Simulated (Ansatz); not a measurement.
# BClH4O2: a nudged elastic band, and a look at its input

A nudged elastic band is wanted. The input is run as typed. The step meant is a four-centre ligand exchange at charge 0 and multiplicity 1, which changes B1–H6, Cl2–H5, B1–Cl2, H5–H6.

Computed with Ansatz 0.2.0, Gaussian basis. Level: PBE0-D4/def2-SVP.

1 further run of the same task is left out (it didn't finish).

## Step 1: The structure

| atom | x (Å) | y (Å) | z (Å) |
| --- | --- | --- | --- |
| B1 | 0.24278 | 0.76387 | 0.15004 |
| Cl2 | 1.45923 | 0.46470 | 1.40231 |
| O3 | 0.67305 | 0.99867 | -1.10630 |
| O4 | -1.08042 | 0.76115 | 0.44889 |
| H5 | 0.37469 | -2.34108 | -0.18792 |
| H6 | -0.34999 | -2.37422 | -0.36458 |
| H7 | -0.05600 | 1.14741 | -1.71573 |
| H8 | -1.26336 | 0.57950 | 1.37318 |

## Step 2: The run

run/in.yaml

```yaml
crystal:
  periodic: [false, false, false]
  atoms:
    - {symbol: B, position_ang: [0.242782, 0.763871, 0.150039]}
    - {symbol: Cl, position_ang: [1.459231, 0.464696, 1.402306]}
    - {symbol: O, position_ang: [0.673054, 0.998675, -1.106296]}
    - {symbol: O, position_ang: [-1.080417, 0.761150, 0.448893]}
    - {symbol: H, position_ang: [0.374694, -2.341081, -0.187919]}
    - {symbol: H, position_ang: [-0.349993, -2.374221, -0.364578]}
    - {symbol: H, position_ang: [-0.055995, 1.147409, -1.715726]}
    - {symbol: H, position_ang: [-1.263357, 0.579501, 1.373178]}
basis:
  gaussian: {orbitals: def2-SVP}
hamiltonian: {xc: pbe0, dispersion: d4}
neb:
  images: 1
  climbing: true
  max_iterations: 30
  initial_path: idpp
  final_atoms:
    - {symbol: B, position_ang: [-0.789032, 0.012755, 0.031177]}
    - {symbol: Cl, position_ang: [3.080236, -1.270412, 0.649134]}
    - {symbol: O, position_ang: [0.507728, 0.335811, -0.235335]}
    - {symbol: O, position_ang: [-1.766299, 0.828478, -0.437069]}
    - {symbol: H, position_ang: [2.022178, -0.612995, 0.287605]}
    - {symbol: H, position_ang: [-1.003023, -0.976545, 0.666162]}
    - {symbol: H, position_ang: [0.599969, 1.144493, -0.750506]}
    - {symbol: H, position_ang: [-2.651755, 0.538416, -0.211268]}
```

On the command line:

```bash
ansatz run in.yaml --threads 2 --pin off --events-out ev --progress --plain --max-ram 4352MiB
```

**Question.** What will these runs give? Wanted: this run.

The runs gave:

| quantity | value |
| --- | --- |
| this run | not converged |
| fault | one image |

In words: One image cannot map a path; it gives at best a single point between the ends.
